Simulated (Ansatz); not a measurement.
# BH6NOSi: a ladder of functionals and wavefunction methods

An exercise on one series of results from a longer session: the logs are not shown, and one member is left open.

Computed with Ansatz 0.2.0, Gaussian basis. Level: functionals in def2-TZVPP, the program's frozen cores in correlated methods.

Plan: LDA (SPW92), PBE-D4, revPBE-D4, BLYP-D4, r2SCAN-D4, B97M-V, PBE0-D4, B3LYP-D4, r2SCANh-D4, r2SCAN0-D4, HSE06-D4, BHLYP-D4, CAM-B3LYP-D4, LC-ωPBE, ωB97X-V, ωB97M-V, B2PLYP, PBE-QIDH; CCSD(T)/def2-SVP; CCSD(T)/def2-TZVPP; MP2/def2-QZVPP; extrapolation to the limit; RPA on PBE.

### The relaxed structure

All runs share one geometry, relaxed beforehand with PBE0-D4 in a triple-zeta def2 set.

10 atoms, charge 0, spin multiplicity 1.

Atoms are counted from 1 here; the program's logs count them from 0.

Bond lengths: B1–Si2 1.941 Å, B1–N3 1.640 Å, B1–H5 1.198 Å, B1–H6 1.197 Å, Si2–N3 1.867 Å, Si2–O4 1.648 Å, Si2–H7 1.491 Å, N3–H8 1.010 Å, N3–H9 1.011 Å, O4–H10 0.959 Å. Angles: Si2–B1–N3 62.2°, Si2–B1–H5 117.0°, Si2–B1–H6 118.4°, N3–B1–H5 112.2°, N3–B1–H6 112.2°, H5–B1–H6 120.1°, B1–Si2–N3 51.0°, B1–Si2–O4 124.1°, B1–Si2–H7 126.2°, N3–Si2–O4 109.9°, N3–Si2–H7 104.7°, O4–Si2–H7 108.8°, B1–N3–Si2 66.8°, B1–N3–H8 117.7°, B1–N3–H9 115.1°, Si2–N3–H8 122.1°, Si2–N3–H9 118.1°, H8–N3–H9 110.6° and more.

As a file:

```mol
BH6NOSi
  3D, bonds by distance, orders not assigned

 10 10  0  0  0  0  0  0  0  0999 V2000
   -1.3354    0.0955    0.2337 B   0  0
    0.2784    0.3425   -0.8154 Si  0  0
    0.0015   -0.7431    0.6785 N   0  0
    1.4332    1.4693   -0.4825 O   0  0
   -2.1821   -0.6141   -0.2298 H   0  0
   -1.6287    0.9365    1.0335 H   0  0
    0.7965   -0.5829   -1.8634 H   0  0
   -0.0319   -1.7502    0.6105 H   0  0
    0.4145   -0.4588    1.5561 H   0  0
    2.3372    1.2540   -0.7181 H   0  0
  1  2  8  0
  1  3  8  0
  1  5  8  0
  1  6  8  0
  2  3  8  0
  2  4  8  0
  2  7  8  0
  3  8  8  0
  3  9  8  0
  4 10  8  0
M  END
```

Set-up of the first run:

in.yaml reads:

```yaml
crystal:
  periodic: [false, false, false]
  atoms:
    - {symbol: B, position_ang: [-1.335424, 0.095455, 0.233719]}
    - {symbol: Si, position_ang: [0.278367, 0.342465, -0.815390]}
    - {symbol: N, position_ang: [0.001519, -0.743095, 0.678463]}
    - {symbol: O, position_ang: [1.433220, 1.469350, -0.482494]}
    - {symbol: H, position_ang: [-2.182128, -0.614088, -0.229823]}
    - {symbol: H, position_ang: [-1.628680, 0.936535, 1.033514]}
    - {symbol: H, position_ang: [0.796517, -0.582934, -1.863355]}
    - {symbol: H, position_ang: [-0.031928, -1.750201, 0.610538]}
    - {symbol: H, position_ang: [0.414517, -0.458827, 1.556060]}
    - {symbol: H, position_ang: [2.337220, 1.254040, -0.718131]}
basis:
  gaussian: {orbitals: def2-TZVPP}
hamiltonian: {xc: lda}
output: {orbitals: {seedname: orbitals}}
```

Run with:

```
$ ansatz run in.yaml --threads 2 --pin off --events-out ev --progress --plain --max-ram 4352MiB
```

Among the steps run: LDA; PBE-D4 (GGA); revPBE-D4 (GGA); BLYP-D4 (GGA); r2SCAN-D4 (meta-GGA); B97M-V (meta-GGA); B3LYP-D4 (hybrid); r2SCANh-D4 (hybrid); r2SCAN0-D4 (hybrid); HSE06-D4 (hybrid); BHLYP-D4 (hybrid); CAM-B3LYP-D4 (range-separated); LC-ωPBE (range-separated); ωB97X-V (range-separated); ωB97M-V (range-separated); B2PLYP (double hybrid); PBE-QIDH (double hybrid).

One table of the session follows, with a row left open; its other results are not shown here.

| functional | HOMO (eV) | gap (eV) |
| --- | --- | --- |
| LDA (SPW92) | -5.64 | 4.74 |
| PBE-D4 | -5.54 | 4.81 |
| revPBE-D4 | -5.49 | 4.83 |
| BLYP-D4 | -5.42 | 4.77 |
| r2SCAN-D4 | -5.72 | 5.35 |
| B97M-V | -5.83 | 5.25 |
| PBE0-D4 | -6.64 | 6.77 |
| B3LYP-D4 | -6.46 | 6.33 |
| r2SCANh-D4 | -6.13 | 6.06 |
| r2SCAN0-D4 | -6.76 | 7.11 |
| HSE06-D4 | -6.24 | 6.00 |
| BHLYP-D4 | -7.66 | 8.58 |
| CAM-B3LYP-D4 | -7.96 | 9.03 |
| LC-ωPBE | -9.26 | 11.53 |
| ωB97X-V | ? | ? |
| ωB97M-V | -8.77 | 10.54 |

**Question.** Estimate the row for ωB97X-V.

As computed: HOMO (eV): -8.93; gap (eV): 11.05. In the column «HOMO (eV)» it lies between LC-ωPBE (-9.26) and ωB97M-V (-8.77).
